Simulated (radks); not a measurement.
# Ba inside a hard spherical wall

An exercise on one series of results from a longer session: the logs are not shown, and one member is left open.

Program: radks (a radial shooting solver on a logarithmic mesh, Libxc functionals) version 1. Level of theory: scalar-relativistic Kohn-Sham, PBE, spin-polarised, spherical densities, point nucleus. These are calculated values, not measurements, unless marked.

## What is computed

* element: barium (Z = 56)
* charge: 0
* electrons: 56
* configuration: [Xe] 6s2

Outer shells as boxes (Hund's rule):

Ba
```
[Xe] core
6s [↑↓]
```

The first run:

Settings of this run:

```text
Z 56
configuration [Xe] 6s2 5d0 6p0 7s0
relativity scalar-relativistic
functional pbe,pbe
spin polarised
nucleus point
c 137.035999084
```

Among the steps run: The free atom; Wall at 20 bohr; Wall at 15 bohr; Wall at 10 bohr; Wall at 8 bohr; Wall at 7 bohr; Wall at 6 bohr; Wall at 4 bohr; Wall at 3 bohr; Wall at 2.5 bohr; Wall at 2 bohr.

One of the session's tables, all rows but one given; the rest of the session is left out.

```
R (bohr)  E − E(free) (eV)  ε(6s) (eV)  ε(5d, empty) (eV)  ε(6p, empty) (eV)  ε(7s, empty) (eV)
    free             0.000      -3.230             -2.019             -1.243                  -
      20             0.000      -3.230             -2.018             -1.242              0.022
      15             0.002      -3.224             -2.011             -1.217              0.461
      10             0.173      -2.967             -1.740             -0.688              3.318
       8             0.941      -2.213             -1.082              0.592              7.887
       7             2.178      -1.233             -0.362              2.145             12.671
       6             5.148       0.803              0.921              5.213             21.249
       4            38.519      18.452              9.835             28.467             75.484
       3                 ?           ?                  ?                  ?                  ?
     2.5            329.98      120.00             57.030             142.92             298.08
       2            838.65      253.19             120.84             284.72             553.53
```

**Question.** Estimate the row for R (bohr) = 3.

Worked estimate for «E − E(free) (eV)». A straight line through the neighbours (4, 38.519) and (2.5, 329.98) gives 38.519 + (329.98 − 38.519) × (3 − 4) / (2.5 − 4) = 232.83; a parabola fitted to 4 rows on both sides gives 257.68.

The run gave: E − E(free) (eV): 147.71; ε(6s) (eV): 61.778; ε(5d, empty) (eV): 29.951; ε(6p, empty) (eV): 78.828; ε(7s, empty) (eV): 177.05. In «E − E(free) (eV)» the line misses by +85.12 and the parabola by +109.97.

From R = 6 bohr inwards the highest occupied level lies above zero, pushed up by confinement. Shells are not refilled when levels cross, and a hard wall is a model, not a crystal.
